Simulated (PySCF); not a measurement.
# C4HF4O3−: NMR shifts and electronic excitations in gas and solvents

Aim: compute the NMR shifts and electronic excitations of C4HF4O3− (`O=C([O-])O[C@H](F)C(F)=C(F)F`), and see what a dielectric continuum does where one was used.

Programs: PySCF 2.14.0, with density-fitted response routines of our own. Each step states its level of theory. These are calculated values for one molecule, in the gas phase or a continuum, unless marked as measured. Atoms are numbered from 0 throughout.

## Step 1: Starting geometry

12 atoms, charge -1, multiplicity 1; geometry from: GFN2-xTB.

Bonds of the start (Å): O0–C1 1.20, C1–O2 1.19, C1–O3 1.65, O3–C4 1.31, C4–F5 1.43, C4–C6 1.52, C6–F7 1.35, C6–C8 1.32, C8–F9 1.34, C8–F10 1.32, C4–H11 1.11.

## Step 2: Relaxing the molecule at PBE0-D3(BJ)/def2-SVP

Job settings and geometry (Å):

```
{"job": {"xc": "PBE0", "basis": "def2-SVP", "d3": "d3bj", "grid": 1, "kind": "geom"}, "charge": -1, "multiplicity": 1}
O      2.401301    -1.498219     0.465341
C      2.430774    -0.329199     0.717153
O      3.132099     0.487275     1.224003
O      1.031237     0.413091     0.240277
C      0.173252    -0.351179    -0.393382
F      0.118589    -0.052605    -1.790661
C     -1.251046    -0.170801     0.106090
F     -1.824938    -1.244344     0.690986
C     -1.938782     0.960504     0.065264
F     -3.178745     1.122164     0.549610
F     -1.532630     2.089918    -0.482926
H      0.440088    -1.427291    -0.358905
```

What it wrote:

```text
step   0  E = -776.73698988  max force = 0.027813
step   1  E = -776.74017614  max force = 0.008095
step   2  E = -776.74029316  max force = 0.003721
step   3  E = -776.74033745  max force = 0.003742
step   4  E = -776.74043013  max force = 0.001190
step   5  E = -776.74043407  max force = 0.000809
step   6  E = -776.74044539  max force = 0.000289
optimisation converged
```

Wall time 83 s (1 thread, shared host).

Along the way:

```csv
step,energy from step 0 (eV),largest force component (eV/Å)
0,0.0000,1.4302
1,-0.0867,0.4163
2,-0.0899,0.1913
3,-0.0911,0.1924
4,-0.0936,0.0612
5,-0.0937,0.0416
6,-0.0940,0.0149
```

Distances of close pairs at the start and the end, largest changes first:

```csv
bond,before (Å),after (Å),change (Å)
C1–O3,1.654,1.538,-0.116
O0–C1,1.196,1.224,+0.028
C4–F5,1.430,1.405,-0.025
C1–O2,1.190,1.213,+0.023
O3–C4,1.312,1.334,+0.022
C8–F9,1.341,1.322,-0.019
C4–C6,1.520,1.506,-0.014
C8–F10,1.319,1.310,-0.010
```

The final coordinates are the input of the step that follows.

```csv
at the end point,value
point group (found at 0.08 Å tolerance),C1
"rotational constants (GHz, main isotopes)","1.949, 0.613, 0.568"
```

## Step 3: Nuclear shieldings: PBE0/pcSseg-1 in chloroform

Job settings and geometry (Å):

```
{"job": {"kind": "nmr", "xc": "PBE0", "basis": "pcSseg-1", "solvent": "chloroform", "pop": true}, "charge": -1, "multiplicity": 1}
O      2.335009    -1.576869     0.485979
C      2.329509    -0.384015     0.760220
O      3.081851     0.409082     1.285100
O      1.021574     0.319368     0.358977
C      0.156383    -0.405852    -0.351311
F      0.273719    -0.131195    -1.724025
C     -1.269001    -0.115172     0.038748
F     -1.987604    -1.159489     0.480708
C     -1.868114     1.071676    -0.002539
F     -3.122197     1.286004     0.357937
F     -1.294073     2.176967    -0.408343
H      0.349192    -1.488967    -0.234210
```

Level: GIAO PBE0/pcSseg-1 NMR shielding, non-relativistic, IEF-PCM chloroform.

What it wrote:

```text
coarse grid: 12568 points
cycle   1  E = -776.8863754322  dE =  1.987e+00  |g| = 1.392e+00  |ddm| = 3.325e+00
cycle   2  E = -776.4753373925  dE =  4.110e-01  |g| = 2.108e+00  |ddm| = 2.167e+00
cycle   3  E = -777.2122516845  dE = -7.369e-01  |g| = 1.358e-01  |ddm| = 1.385e+00
cycle   4  E = -777.2140754898  dE = -1.824e-03  |g| = 9.792e-02  |ddm| = 1.455e-01
cycle   5  E = -777.2156469764  dE = -1.571e-03  |g| = 1.717e-02  |ddm| = 6.149e-02
cycle   6  E = -777.2156954520  dE = -4.848e-05  |g| = 5.956e-03  |ddm| = 1.409e-02
cycle   7  E = -777.2157003991  dE = -4.947e-06  |g| = 1.766e-03  |ddm| = 4.442e-03
final grid: 130248 points
cycle   8  E = -777.3378062759  dE = -4.186e-05  |g| = 1.301e-02  |ddm| = 2.607e-02
cycle   9  E = -777.3377745997  dE =  3.168e-05  |g| = 1.912e-02  |ddm| = 1.804e-02
cycle  10  E = -777.3378339270  dE = -5.933e-05  |g| = 8.585e-04  |ddm| = 1.049e-02
cycle  11  E = -777.3378340137  dE = -8.673e-08  |g| = 4.837e-04  |ddm| = 8.001e-04
cycle  12  E = -777.3378340519  dE = -3.816e-08  |g| = 1.451e-04  |ddm| = 3.540e-04
cycle  13  E = -777.3378340555  dE = -3.635e-09  |g| = 2.912e-05  |ddm| = 1.086e-04
cycle  14  E = -777.3378340557  dE = -1.262e-10  |g| = 1.146e-05  |ddm| = 2.403e-05
converged SCF energy = -777.3378340557

GIAO shielding tensors (ppm)
atom      isotropic    diamagn.    paramagn.     s11        s22        s33       span
  0 O      126.740     403.880    -277.140     -7.867    105.301    282.785    290.651
  1 C       34.352     242.675    -208.323    -70.358     19.574    153.841    224.199
  2 O      103.335     400.995    -297.660    -15.466     83.541    241.930    257.396
  3 O      107.640     405.992    -298.352      3.093    152.051    167.775    164.681
  4 C       79.363     240.311    -160.948     51.169     81.637    105.284     54.115
  5 F      311.571     477.266    -165.695    194.820    349.053    390.841    196.021
  6 C       43.672     253.853    -210.181      8.342     37.550     85.123     76.782
  7 F      370.959     471.497    -100.538    314.527    395.771    402.580     88.053
  8 C       19.151     250.117    -230.966    -40.392     38.670     59.175     99.566
  9 F      282.124     469.745    -187.621    269.366    283.642    293.364     23.997
 10 F      294.921     474.988    -180.067    277.045    293.657    314.063     37.018
 11 H       24.263      29.898      -5.635     21.635     24.798     26.356      4.721
```

Run time: 32 s. Hardware: 1 thread, shared host.

The references, computed at this level on geometries of the same kind, shield at (ppm): 1H TMS 31.25, 13C TMS 185.2, 19F CFCl3 179.6, 17O H2O 341.0. Their shielding less the atom's gives the shift. The references are single molecules in the same continuum, so shifts against H2O, NH3, PH3, H3PO4 or CFCl3 are not on the usual liquid scales and can be off by tens of ppm.

```csv
atoms,environment,σ (ppm),δ (ppm)
C8,fully substituted alkene carbon,19.2,166.0
C1,carbonate carbon,34.4,150.8
C6,fully substituted alkene carbon,43.7,141.5
C4,allylic sp3 CH bonded to F and O,79.4,105.8
H11,hydrogen on an allylic sp3 CH bonded to F and O,24.26,6.98
O2,carboxylate oxygen,103.3,237.6
O3,ester alkoxy oxygen,107.6,233.3
O0,carboxylate oxygen,126.7,214.2
F9,vinylic fluorine,282.1,-102.5
F10,vinylic fluorine,294.9,-115.3
F5,fluorine on an sp3 carbon,311.6,-132.0
F7,vinylic fluorine,371.0,-191.3
```

The run also stored atomic charges by several schemes (e):

```csv
atoms,Mulliken,IAO,Hirshfeld,ESP fit
O0,-0.57,-0.62,-0.38,-0.74
C1,0.60,0.64,0.18,0.95
O2,-0.54,-0.60,-0.41,-0.72
O3,-0.56,-0.46,-0.22,-0.58
C4,0.47,0.33,0.08,0.57
F5,-0.37,-0.37,-0.18,-0.34
C6,0.05,0.16,0.01,-0.17
F7,-0.28,-0.27,-0.09,-0.14
C8,0.56,0.51,0.14,0.39
F9,-0.25,-0.24,-0.08,-0.15
F10,-0.23,-0.23,-0.06,-0.14
```

Mayer bond orders: O0–C1 1.76, C1–O2 1.87, C1–O3 0.71, O3–C4 1.10, C4–F5 0.87, C4–C6 0.97, C6–F7 0.94, C6–C8 1.73, C8–F9 1.00, C8–F10 1.04.

## Step 4: NMR shieldings: PBE0/pcSseg-1 in dichloromethane

The job, as its differences from that of step 3:

```diff
@@ -1,2 +1,2 @@
-{"job": {"kind": "nmr", "xc": "PBE0", "basis": "pcSseg-1", "solvent": "chloroform", "pop": true}, "charge": -1, "multiplicity": 1}
+{"job": {"kind": "nmr", "xc": "PBE0", "basis": "pcSseg-1", "solvent": "dichloromethane", "pop": false}, "charge": -1, "multiplicity": 1}
 O      2.335009    -1.576869     0.485979
```

Level: GIAO PBE0/pcSseg-1 NMR shielding, non-relativistic, IEF-PCM dichloromethane.

What it wrote:

```text
coarse grid: 12568 points
cycle   1  E = -776.8974047428  dE =  1.976e+00  |g| = 1.390e+00  |ddm| = 3.325e+00
cycle   2  E = -776.4960373606  dE =  4.014e-01  |g| = 2.094e+00  |ddm| = 2.132e+00
cycle   3  E = -777.2219113888  dE = -7.259e-01  |g| = 1.326e-01  |ddm| = 1.356e+00
cycle   4  E = -777.2236827879  dE = -1.771e-03  |g| = 9.420e-02  |ddm| = 1.403e-01
cycle   5  E = -777.2251284348  dE = -1.446e-03  |g| = 1.697e-02  |ddm| = 5.928e-02
cycle   6  E = -777.2251762526  dE = -4.782e-05  |g| = 5.580e-03  |ddm| = 1.365e-02
cycle   7  E = -777.2251805973  dE = -4.345e-06  |g| = 1.622e-03  |ddm| = 4.179e-03
final grid: 130248 points
cycle   8  E = -777.3472801608  dE = -4.196e-05  |g| = 1.300e-02  |ddm| = 2.598e-02
cycle   9  E = -777.3472493362  dE =  3.082e-05  |g| = 1.899e-02  |ddm| = 1.782e-02
cycle  10  E = -777.3473077665  dE = -5.843e-05  |g| = 7.056e-04  |ddm| = 1.029e-02
cycle  11  E = -777.3473078244  dE = -5.796e-08  |g| = 3.967e-04  |ddm| = 6.872e-04
cycle  12  E = -777.3473078487  dE = -2.424e-08  |g| = 1.444e-04  |ddm| = 3.043e-04
cycle  13  E = -777.3473078523  dE = -3.677e-09  |g| = 2.872e-05  |ddm| = 1.050e-04
cycle  14  E = -777.3473078525  dE = -1.203e-10  |g| = 1.082e-05  |ddm| = 2.253e-05
converged SCF energy = -777.3473078525

GIAO shielding tensors (ppm)
atom      isotropic    diamagn.    paramagn.     s11        s22        s33       span
  0 O      126.272     403.916    -277.645     -8.470    104.651    282.633    291.103
  1 C       34.052     242.739    -208.687    -70.102     19.976    152.284    222.386
  2 O      104.613     401.093    -296.480    -13.946     85.296    242.488    256.433
  3 O      107.913     406.090    -298.178      2.467    151.644    169.628    167.161
  4 C       79.372     240.363    -160.991     51.499     81.137    105.481     53.981
  5 F      312.091     477.239    -165.148    195.126    350.070    391.078    195.952
  6 C       44.052     253.763    -209.712      8.771     38.058     85.325     76.554
  7 F      371.190     471.447    -100.257    315.032    396.275    402.263     87.230
  8 C       18.924     250.078    -231.154    -40.801     38.469     59.104     99.905
  9 F      280.482     469.666    -189.184    266.613    282.912    291.919     25.306
 10 F      294.504     474.966    -180.462    277.671    293.539    312.304     34.633
 11 H       24.257      29.896      -5.639     21.626     24.787     26.357      4.730
```

It took 31 s on 1 thread, shared host.

Key values: δ C8 166.4, C1 151.3, C6 141.3, C4 105.9, H11 6.99 ppm.

## Step 5: TDDFT and polarisability: CAM-B3LYP/def2-SVPD

The job, as its differences from that of step 4:

```diff
@@ -1,2 +1,2 @@
-{"job": {"kind": "nmr", "xc": "PBE0", "basis": "pcSseg-1", "solvent": "dichloromethane", "pop": false}, "charge": -1, "multiplicity": 1}
+{"job": {"kind": "uv", "xc": "CAM-B3LYP", "basis": "def2-SVPD", "dynamic": true, "nstates": 6, "ntriplets": 0}, "charge": -1, "multiplicity": 1}
 O      2.335009    -1.576869     0.485979
```

Level: TDDFT CAM-B3LYP/def2-SVPD, vertical, gas phase, core orbitals frozen in the response.

What it wrote:

```text
coarse grid: 12568 points
cycle   1  E = -776.8373863150  dE =  2.113e+00  |g| = 1.442e+00  |ddm| = 4.884e+00
cycle   2  E = -776.5795713984  dE =  2.578e-01  |g| = 1.950e+00  |ddm| = 3.386e+00
cycle   3  E = -777.2265592652  dE = -6.470e-01  |g| = 1.217e-01  |ddm| = 1.890e+00
cycle   4  E = -777.2279648250  dE = -1.406e-03  |g| = 9.092e-02  |ddm| = 1.870e-01
cycle   5  E = -777.2294459456  dE = -1.481e-03  |g| = 1.423e-02  |ddm| = 8.470e-02
cycle   6  E = -777.2294817818  dE = -3.584e-05  |g| = 6.698e-03  |ddm| = 2.283e-02
cycle   7  E = -777.2294898020  dE = -8.020e-06  |g| = 1.947e-03  |ddm| = 8.435e-03
final grid: 130248 points
cycle   8  E = -777.3610753669  dE = -3.617e-05  |g| = 6.239e-03  |ddm| = 7.611e-02
cycle   9  E = -777.3610701056  dE =  5.261e-06  |g| = 8.518e-03  |ddm| = 1.302e-02
cycle  10  E = -777.3610817656  dE = -1.166e-05  |g| = 6.487e-04  |ddm| = 7.129e-03
cycle  11  E = -777.3610818182  dE = -5.257e-08  |g| = 3.941e-04  |ddm| = 8.926e-04
cycle  12  E = -777.3610818475  dE = -2.929e-08  |g| = 4.242e-05  |ddm| = 4.639e-04
cycle  13  E = -777.3610818478  dE = -3.636e-10  |g| = 2.753e-05  |ddm| = 1.132e-04
converged SCF energy = -777.3610818478

Static polarisability (au): isotropic 69.494, principal 52.986 69.983 85.514

Singlet excitations
state   eV       nm        f      main configurations
  1   6.3434    195.5   0.00565   H-3->L 0.42, H-2->L 0.33
  2   6.4996    190.8   0.00354   H->L+3 0.44, H->L 0.21, H->L+1 0.18
  3   6.6333    186.9   0.00419   H->L+1 0.62, H->L+3 0.14
  4   6.8848    180.1   0.05870   H-2->L+1 0.60
  5   6.8966    179.8   0.00730   H-1->L+3 0.52, H-1->L 0.21, H-1->L+4 0.09
  6   6.9686    177.9   0.00673   H->L 0.58, H->L+3 0.19
```

It took 83 s on 1 thread, shared host.

The orbitals next to the gap, with their largest atomic shares:

```csv
orbital,eV,atoms
HOMO−3,-5.70,"O3 22 %, C6 17 %, C8 16 %"
HOMO−2,-5.20,"O0 29 %, O3 25 %, O2 17 %"
HOMO−1,-4.87,"O2 44 %, O0 42 %, C1 13 %"
HOMO,-4.49,"O2 51 %, O0 36 %, C1 6 %"
LUMO,4.00,"C8 35 %, F9 23 %, C6 13 %"
LUMO+1,4.53,"C8 28 %, C6 27 %, F7 8 %"
LUMO+2,4.82,"F7 31 %, F10 18 %, F9 16 %"
```

With each of the 6 states as a Gaussian band of 0.4 eV half-width at 1/e, the curve within the window shown has maxima at 181 nm (ε 3,100) L/(mol cm). Beyond the last state computed it falls off for lack of states. The curve at chosen wavelengths:

```tsv
nm	ε (L/mol/cm)
171	1245
173	1772
175	2304
176	2545
178	2926
180	3123
182	3117
184	2930
185	2784
187	2426
189	2030
191	1644
193	1300
194	1148
196	886
198	676
200	512
202	383
203	330
205	243
207	176
209	125
211	87
212	72
214	49
216	32
```

Ground-state properties from the same run:

```csv
property,computed
polarisability (Å³),10.30
HOMO–LUMO gap (eV),8.48
−ε(HOMO) (eV),4.49
C6 with itself (au),2289
```

## Step 6: TDDFT and polarisability: CAM-B3LYP/def2-SVPD in chloroform

The job, as its differences from that of step 5:

```diff
@@ -1,2 +1,2 @@
-{"job": {"kind": "uv", "xc": "CAM-B3LYP", "basis": "def2-SVPD", "dynamic": true, "nstates": 6, "ntriplets": 0}, "charge": -1, "multiplicity": 1}
+{"job": {"kind": "uv", "xc": "CAM-B3LYP", "basis": "def2-SVPD", "solvent": "chloroform", "nstates": 6, "ntriplets": 0}, "charge": -1, "multiplicity": 1}
 O      2.335009    -1.576869     0.485979
```

With the program's defaults for keys left out, this is: TDDFT CAM-B3LYP/def2-SVPD, vertical, IEF-PCM chloroform (non-equilibrium linear response), core orbitals frozen in the response.

What it wrote:

```text
coarse grid: 12568 points
cycle   1  E = -776.9166441917  dE =  2.034e+00  |g| = 1.429e+00  |ddm| = 4.884e+00
cycle   2  E = -776.6977804571  dE =  2.189e-01  |g| = 1.882e+00  |ddm| = 3.482e+00
cycle   3  E = -777.2953015627  dE = -5.975e-01  |g| = 1.073e-01  |ddm| = 1.924e+00
cycle   4  E = -777.2964904182  dE = -1.189e-03  |g| = 7.443e-02  |ddm| = 1.583e-01
cycle   5  E = -777.2974588310  dE = -9.684e-04  |g| = 1.459e-02  |ddm| = 7.220e-02
cycle   6  E = -777.2974990909  dE = -4.026e-05  |g| = 4.852e-03  |ddm| = 2.036e-02
cycle   7  E = -777.2975035596  dE = -4.469e-06  |g| = 1.468e-03  |ddm| = 7.586e-03
final grid: 130248 points
cycle   8  E = -777.4290479368  dE = -3.653e-05  |g| = 6.134e-03  |ddm| = 7.508e-02
cycle   9  E = -777.4290444079  dE =  3.529e-06  |g| = 7.861e-03  |ddm| = 1.186e-02
cycle  10  E = -777.4290540686  dE = -9.661e-06  |g| = 2.614e-04  |ddm| = 6.388e-03
cycle  11  E = -777.4290540744  dE = -5.781e-09  |g| = 2.817e-04  |ddm| = 6.690e-04
cycle  12  E = -777.4290540887  dE = -1.433e-08  |g| = 4.493e-05  |ddm| = 2.839e-04
cycle  13  E = -777.4290540892  dE = -4.688e-10  |g| = 1.741e-05  |ddm| = 9.851e-05
converged SCF energy = -777.4290540892

Static polarisability (au): isotropic 80.957, principal 62.019 83.436 97.415

Singlet excitations
state   eV       nm        f      main configurations
  1   6.6163    187.4   0.01327   H-1->L 0.36, H-1->L+2 0.14, H->L 0.14
  2   7.0741    175.3   0.01409   H->L+1 0.25, H->L+7 0.20
  3   7.0968    174.7   0.07902   H-1->L+1 0.25, H->L 0.19, H-1->L+3 0.12
  4   7.1273    174.0   0.02220   H->L+2 0.31, H-1->L+2 0.14, H-1->L 0.11
  5   7.2941    170.0   0.36073   H-1->L+1 0.39, H->L+1 0.12, H-1->L+3 0.12
  6   7.4850    165.6   0.00152   H-2->L+2 0.61, H-2->L 0.26
```

Run time: 66 s. Hardware: 1 thread, shared host.

In short: HOMO -8.17 eV, LUMO 1.76 eV; lowest singlet 6.62 eV.

## Step 7: TDDFT and polarisability: CAM-B3LYP/def2-SVPD in dichloromethane

The job, as its differences from that of step 6:

```diff
@@ -1,2 +1,2 @@
-{"job": {"kind": "uv", "xc": "CAM-B3LYP", "basis": "def2-SVPD", "solvent": "chloroform", "nstates": 6, "ntriplets": 0}, "charge": -1, "multiplicity": 1}
+{"job": {"kind": "uv", "xc": "CAM-B3LYP", "basis": "def2-SVPD", "solvent": "dichloromethane", "nstates": 6, "ntriplets": 0}, "charge": -1, "multiplicity": 1}
 O      2.335009    -1.576869     0.485979
```

Level: TDDFT CAM-B3LYP/def2-SVPD, vertical, IEF-PCM dichloromethane (non-equilibrium linear response), core orbitals frozen in the response.

What it wrote:

```text
coarse grid: 12568 points
cycle   1  E = -776.9276544651  dE =  2.023e+00  |g| = 1.427e+00  |ddm| = 4.884e+00
cycle   2  E = -776.7141297540  dE =  2.135e-01  |g| = 1.872e+00  |ddm| = 3.503e+00
cycle   3  E = -777.3047569170  dE = -5.906e-01  |g| = 1.052e-01  |ddm| = 1.934e+00
cycle   4  E = -777.3059104801  dE = -1.154e-03  |g| = 7.226e-02  |ddm| = 1.549e-01
cycle   5  E = -777.3068192920  dE = -9.088e-04  |g| = 1.467e-02  |ddm| = 7.063e-02
cycle   6  E = -777.3068601077  dE = -4.082e-05  |g| = 4.687e-03  |ddm| = 2.026e-02
cycle   7  E = -777.3068643293  dE = -4.222e-06  |g| = 1.426e-03  |ddm| = 7.524e-03
final grid: 130248 points
cycle   8  E = -777.4384013855  dE = -3.653e-05  |g| = 6.125e-03  |ddm| = 7.493e-02
cycle   9  E = -777.4383979683  dE =  3.417e-06  |g| = 7.815e-03  |ddm| = 1.174e-02
cycle  10  E = -777.4384074945  dE = -9.526e-06  |g| = 2.294e-04  |ddm| = 6.327e-03
cycle  11  E = -777.4384075029  dE = -8.403e-09  |g| = 2.258e-04  |ddm| = 6.382e-04
cycle  12  E = -777.4384075120  dE = -9.076e-09  |g| = 4.882e-05  |ddm| = 2.451e-04
cycle  13  E = -777.4384075125  dE = -5.300e-10  |g| = 1.721e-05  |ddm| = 9.333e-05
converged SCF energy = -777.4384075125

Static polarisability (au): isotropic 83.664, principal 64.432 86.520 100.041

Singlet excitations
state   eV       nm        f      main configurations
  1   6.6449    186.6   0.01441   H->L 0.38, H->L+2 0.28, H->L+3 0.11
  2   7.1086    174.4   0.08760   H->L+1 0.39, H->L 0.20, H->L+3 0.12
  3   7.1225    174.1   0.00924   H-1->L+7 0.28, H-1->L+1 0.20, H->L 0.10
  4   7.1858    172.5   0.01249   H-1->L+2 0.47, H-1->L 0.32
  5   7.3089    169.6   0.37443   H->L+1 0.46, H->L+3 0.17, H->L 0.14
  6   7.5566    164.1   0.00108   H-2->L+2 0.51, H-2->L 0.38
```

It took 67 s on 1 thread, shared host.

Key values: HOMO -8.56 eV, LUMO 1.46 eV; lowest singlet 6.64 eV.

## Step 8: Comparing the runs: NMR shifts

Shifts (ppm) of some atoms, chosen among heavy atoms and hydrogens apart, with basis size and wall time:

```csv
run,C1,H11,O3,O0,F9,F10,functions,time
PBE0/pcSseg-1 in chloroform,150.8,6.98,233.3,214.2,-102.5,-115.3,192,32 s
PBE0/pcSseg-1 in dichloromethane,151.3,6.99,234.1,215.8,-100.4,-114.4,192,31 s
```

The continuum's effect on the ground state:

```csv
solvent,ε,polarisation energy (Eh)
chloroform,4.71,-0.0709
dichloromethane,8.93,-0.0809
```

## Step 9: Run by run: electronic excitations

Excitations and ground-state properties, with basis size and wall time:

```csv
run,lowest singlet (eV),brightest (eV),f,gap (eV),α (Å³),functions,time
CAM-B3LYP/def2-SVPD,6.34,6.88,0.059,8.48,10.30,249,83 s
CAM-B3LYP/def2-SVPD in chloroform,6.62,7.29,0.361,9.93,12.00,249,66 s
CAM-B3LYP/def2-SVPD in dichloromethane,6.64,7.31,0.374,10.02,12.40,249,67 s
```

The continuum's effect on the ground state:

```csv
solvent,ε,polarisation energy (Eh)
chloroform,4.71,-0.0696
dichloromethane,8.93,-0.0795
```

## Step 10: What came out

| quantity | value |
| --- | --- |
| point group | C1 |
| rotational constants (main isotopes) | 1.95, 0.61, 0.57 GHz |
| 13C shifts against TMS (PBE0/pcSseg-1, chloroform) | 166.0, 150.8, 141.5, 105.8 ppm |
| 1H shifts against TMS (PBE0/pcSseg-1, chloroform) | 6.98 ppm |
| 17O shifts against H2O (PBE0/pcSseg-1, chloroform) | 237.6, 233.3, 214.2 ppm |
| 19F shifts against CFCl3 (PBE0/pcSseg-1, chloroform) | -102.5, -115.3, -132.0, -191.3 ppm |
| lowest singlet (CAM-B3LYP/def2-SVPD) | 6.34 eV (195 nm), f = 0.006 |
| brightest single state of those computed | state 4, 6.88 eV, f = 0.059 |
| range of the shift of F9 | -102.5 to -100.4 ppm |
| range of the lowest singlet | 6.34 to 6.64 eV |

The optimisation took 6 steps and gained 0.094 eV; among the close pairs (by a distance rule), C1–O3 changed most, from 1.654 to 1.538 Å. No frequency check was run at this level, so the end point may be a saddle. At PBE0/pcSseg-1: The largest span, 291 ppm, is at O0, where the paramagnetic term is -277 ppm. The lowest singlet, at 6.34 eV, is HOMO−3→LUMO 0.42, HOMO−2→LUMO 0.33 and is weak; of the 6 states computed, the strongest absorption comes from states 4 to 5 together at 6.88 eV. The lowest singlet lies above −ε(HOMO); no detachment energy was computed, so the anion's states may not be bound. Across the 2 runs the shift of F9 moves most, between -102.5 (PBE0/pcSseg-1 in chloroform) and -100.4 ppm (PBE0/pcSseg-1 in dichloromethane). The continuum holds electrostatics alone: no hydrogen bonds to the solvent, and the gas-phase geometry is kept. The lowest singlet runs from 6.34 eV (CAM-B3LYP/def2-SVPD) to 6.64 eV (CAM-B3LYP/def2-SVPD in dichloromethane), while the orbital gap spans 8.48 to 10.02 eV. The lowest state need not be the same one in every run.
